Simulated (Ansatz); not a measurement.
This script drives the Python package of Ansatz (0.2.0).

The script, `formation.py`:
```python
"""Formation energy of Rb3Na from the elements, after relaxing cells and atoms."""

from collections import Counter
import warnings

import ansatz as az
import numpy as np
import pandas as pd

PHASES = {
    "Rb3Na": (
        [[6.760598, 0.0, 0.0], [0.0, 6.760598, 0.0], [0.0, 0.0, 6.760598]],
        [
            ("Rb", [0.0, 0.5, 0.5]),
            ("Rb", [0.5, 0.0, 0.5]),
            ("Rb", [0.5, 0.5, 0.0]),
            ("Na", [0.0, 0.0, 0.0]),
        ],
    ),
    "Rb": (
        [[-2.8025, 2.8025, 2.8025], [2.8025, -2.8025, 2.8025], [2.8025, 2.8025, -2.8025]],
        [
            ("Rb", [0.0, 0.0, 0.0]),
        ],
    ),
    "Na": (
        [[-2.141, 2.141, 2.141], [2.141, -2.141, 2.141], [2.141, 2.141, -2.141]],
        [
            ("Na", [0.0, 0.0, 0.0]),
        ],
    ),
}


def build(vectors, sites):
    crystal = az.Crystal(lattice=az.Lattice.of(vectors))
    for symbol, position in sites:
        crystal = crystal.atom(symbol, position)
    return crystal


def compute(name, crystal):
    calc = (
        crystal.calculation()
        .functional("pbesol")
        .basis(500)
        .kpoints(spacing=0.16)
        .occupations("fermi_dirac", width=0.05)
        .stress()
    )
    calc = calc.relax(force_tolerance=0.01, max_steps=60, cell=True)
    return calc.run(threads=1)


def counts(outcome):
    return Counter(site.symbol for site in outcome.lattice.sites)

def formation_energy(outcome, mu):
    n = counts(outcome)
    return (outcome.report["energy_sigma0_ev"] - sum(k * mu[element] for element, k in n.items())) / sum(n.values())


def volume_per_atom(outcome):
    return abs(np.linalg.det(outcome.lattice.cell_ang)) / len(outcome.lattice.sites)

warnings.simplefilter("ignore", az.DeckWarning)

phases = {name: build(*cell) for name, cell in PHASES.items()}

done = {name: compute(name, crystal) for name, crystal in phases.items()}

# chemical potentials of the elements at zero temperature
references = {"Rb": "Rb", "Na": "Na"}
mu = {element: done[name].report["energy_sigma0_ev"] / len(done[name].lattice.sites) for element, name in references.items()}

target = done["Rb3Na"]
heat = formation_energy(target, mu)
rows = [(name, len(o.lattice.sites), volume_per_atom(o), formation_energy(o, mu)) for name, o in done.items()]
print(pd.DataFrame(rows, columns=["phase", "atoms", "V (A^3/atom)", "E_form (eV/atom)"]).round(4).to_string(index=False))
```

It is started by `python formation.py`. How long does it take on 1 thread of Arm Neoverse V1 (shared host), and how much memory does it need?

It took about 42 s, with a peak of 0.65 GiB, for 3 runs of the engine.

```console
$ python formation.py
phase  atoms  V (A^3/atom)  E_form (eV/atom)
Rb3Na      4       71.5602            0.0246
   Rb      1       88.0434            0.0000
   Na      1       36.2735            0.0000
```

The cells come from databases of deposited and of computed structures, and not all need be stable phases. The compound is the structure given, not necessarily its lowest; energies are at zero temperature, with no correction for gases. A semilocal functional's error on such energies is often 0.05 to 0.1 eV an atom, and 0.1 to 0.3 eV against gases such as O2 or F2.
